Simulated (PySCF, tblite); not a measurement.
# C₄H₁₁ClSSi: geometry, infrared bands and NMR shifts

What infrared bands and NMR shifts should C₄H₁₁ClSSi (`CCS[Si@H](Cl)CC`) show?

The runs use tblite 0.8.0 and PySCF 2.14.0, with density-fitted response routines of our own; the level of theory stands in each step. All values are computed, except where a source is named. Atoms are numbered from 0 throughout.

## (1) The starting structure

18 atoms, charge 0, multiplicity 1; geometry from: force field or distance geometry start.

Bonds of the start (Å): C0–C1 1.49, C1–S2 1.84, S2–Si3 2.15, Si3–Cl4 2.09, Si3–C5 1.86, C5–C6 1.51, C0–H7 1.10, C0–H8 1.11, C0–H9 1.10, C1–H10 1.11, C1–H11 1.09, Si3–H12 1.47, C5–H13 1.11, C5–H14 1.10, C6–H15 1.12, C6–H16 1.10, C6–H17 1.09.

## (2) Geometry optimisation with GFN2-xTB

The job: settings as JSON, then the geometry in Å.

```
{"job": {"kind": "relax", "xc": "GFN2-xTB", "basis": "xTB"}, "charge": 0, "multiplicity": 1}
C     -3.151300     0.285100     0.071400
C     -2.296200    -0.895100     0.396800
S     -0.875900    -0.253500     1.370300
Si     0.500000     0.636300    -0.029400
Cl    -0.385600     0.494300    -1.917900
C      2.005000    -0.448600    -0.033700
C      3.265400     0.259000     0.398300
H     -4.149100     0.003200    -0.292800
H     -3.218300     0.917800     0.985100
H     -2.623800     0.882600    -0.686600
H     -2.813900    -1.677300     0.989900
H     -1.909000    -1.350000    -0.519400
H      0.780200     2.033000     0.316100
H      2.193200    -0.835600    -1.055600
H      1.839100    -1.284000     0.659900
H      3.991800    -0.508200     0.780800
H      3.716400     0.776500    -0.456900
H      3.123400     0.971000     1.217800
```

Started as:

```
OMP_NUM_THREADS=1 python probes_run.py task.json out
```

One launch serves the whole session: the jobs run in the order shown.

**Question.** This job is followed by: GFN2-xTB harmonic vibrations, gas phase; GIAO PBE0/pcSseg-1 NMR shielding, non-relativistic, gas phase. What will the session give for the following? strongest single infrared mode (GFN2-xTB); zero-point energy (GFN2-xTB); 13C shifts against TMS (PBE0/pcSseg-1); 1H shifts against TMS (PBE0/pcSseg-1, means over atoms taken as alike); 33S shifts against CS2 (PBE0/pcSseg-1); 29Si shifts against TMS (PBE0/pcSseg-1); 35Cl shifts against HCl (PBE0/pcSseg-1).

The runs gave:

| quantity | value |
| --- | --- |
| strongest single infrared mode (GFN2-xTB) | 656 cm⁻¹, 222 km/mol |
| zero-point energy (GFN2-xTB) | 89.3 kcal/mol |
| 13C shifts against TMS (PBE0/pcSseg-1) | 28.5, 20.0, 15.2, 9.1 ppm |
| 1H shifts against TMS (PBE0/pcSseg-1, means over atoms taken as alike) | 5.85, 2.98, 2.59, 1.32, 1.19, 1.07, 0.92 ppm |
| 33S shifts against CS2 (PBE0/pcSseg-1) | -89 ppm |
| 29Si shifts against TMS (PBE0/pcSseg-1) | 18.8 ppm |
| 35Cl shifts against HCl (PBE0/pcSseg-1) | -24 ppm |

Relaxing lowered the energy by 0.420 eV in 221 steps; the close pair that moved most is Si3–Cl4, from 2.091 to 2.027 Å. No mode is imaginary among the 48: a minimum at this level. The strongest single mode, at 656 cm⁻¹, moves mainly H12. Unscaled tight-binding wavenumbers are off by several per cent, some by more. Its intensities can rank the bands wrongly. At PBE0/pcSseg-1: The largest span, 222 ppm, is at S2, where the paramagnetic term is -468 ppm.
